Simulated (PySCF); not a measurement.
**The bond of SiRh, level by level**

One table from this session's results is given with a row withheld; the runs are named, their logs left out.

Method: Si def2-TZVPP, Rh def2-TZVPP with ECP28, scalar-relativistic core potentials; program: PySCF 2.14.0.

1 further run of the same task is left out (it didn't finish).

Set-up of the first run:

The job is set up so:

| Item | Value |
| --- | --- |
| atoms | Si, Rh |
| charge | 0 |
| basis | Si def2-TZVPP, Rh def2-TZVPP with ECP28 |
| Hamiltonian | scalar-relativistic core potentials |
| basis functions | 98 |
| electrons treated | 31 |
| masses in u | 27.9769, 102.9055 |
| levels | PBE0, PBE, r²SCAN, r²SCAN0, r²SCANh, PW91, M06, LC-ωPBE, HF, MP2, SCS-MP2, CCSD, CCSD(T) |
| grid | 80 radial by 434 angular points |
| occupations | held fixed by the projection of orbital angular momentum |
| dissociation limit | Si + Rh, each in its ground configuration |
| starting distance in angstrom | 2.290 |
| values of 2S to try | 1, 3, 5, 7 |

Started as:

```bash
$ OMP_NUM_THREADS=2 python dia.py task.json out
```

Among the steps run: The job; PBE0 along the bond; Other states along the same grid; PBE; r²SCAN; r²SCAN0 (hybrid meta-GGA); r²SCANh; PW91 (GGA); M06; LC-ωPBE (range-separated hybrid); ROHF; MP2 and coupled cluster.

One table of the session follows, with a row left open; its other results are not shown here.

It belongs to the step «Constants by level of theory». 

| level | Re (Å) | ωe (cm⁻¹) | De (eV) | μ (D) |
| --- | --- | --- | --- | --- |
| PBE | 2.052 | 531 | 4.68 | 0.30 |
| PW91 | 2.050 | 533 | 4.70 | 0.26 |
| r²SCAN | 2.031 | 553 | 4.06 | 0.66 |
| r²SCANh | 2.021 | 563 | 3.73 | 0.71 |
| PBE0 | 2.023 | 556 | 3.65 | 0.60 |
| r²SCAN0 | 2.010 | 559 | 3.24 | 0.80 |
| M06 | ? | ? | ? | ? |
| LC-ωPBE | 2.005 | 565 | 3.20 | 1.36 |

Estimate the missing values for M06.

**Answer.** Re (Å): 2.050; ωe (cm⁻¹): 522; De (eV): 4.57; μ (D): 0.01.

De is counted to Si + Rh in their ground configurations.

To keep in mind: The state is the lowest single determinant that the PBE0 search found; with open d or f shells the true ground state can be another one.
